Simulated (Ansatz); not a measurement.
# Si2Mo: the cost of one run

Method: DFT PBE, scalar-relativistic, plane waves, PAW, in Ansatz 0.2.0.

### Step 1. The system as given

It takes space group I4/mmm (No. 139, tetragonal). The conventional cell has a = 3.200 Å, b = 3.200 Å, c = 7.861 Å, α = 90.00°, β = 90.00°, γ = 90.00°. Si (site symmetry 4mm) has 5 Si at 2.61 to 2.63 Å and 5 Mo at 2.62 Å as nearest neighbours. Mo (site symmetry 4/mmm) has 10 Si at 2.62 Å as nearest neighbours.

Structure file:

```xyz
3
Lattice="-1.6000 1.6000 3.9305 1.6000 -1.6000 3.9305 1.6000 1.6000 -3.9305" Properties=species:S:1:pos:R:3 pbc="T T T"
Si    0.0000    0.0000    2.6177
Si    0.0000    0.0000    5.2433
Mo    0.0000    0.0000    0.0000
```

The structure rests on an entry of the Crystallography Open Database; cell or positions may have been set otherwise for this series.

### Step 2. Relaxing cell and atoms: Si2Mo, no spin

Input file input.yaml:

```yaml
crystal:
  lattice:
    - [-1.6, 1.6, 3.9305]
    - [1.6, -1.6, 3.9305]
    - [1.6, 1.6, -3.9305]
  atoms:
    - { symbol: Si, position: [0.333, 0.333, 0.0] }
    - { symbol: Si, position: [0.667, 0.667, 0.0] }
    - { symbol: Mo, position: [0.0, 0.0, 0.0] }
scf:
  occupations: { method: methfessel_paxton, width: 0.1 }
output:
  forces: true
  stress: true
  eigenvalues: true
  write_density: true
  write_potential: true
  elf: true
  volumetric_format: npy
kpoints:
  mp_grid: { grid: [20, 20, 20] }
hamiltonian:
  xc: pbe
relax:
  f_tol: 0.01
  adjacent_minimum: "off"
  cell: { stress_tol: 0.05 }
```

Run with:

```console
$ ansatz run input.yaml --threads 8 --pin off --max-ram 40960MiB --backend cpu --events-out ev --progress --plain --runs-dir out
```

Q: Estimate wall time and peak memory on 8 threads of Intel Xeon Platinum 8488C (Sapphire Rapids), shared host.

About 13 s, with a peak of 0.73 GiB.
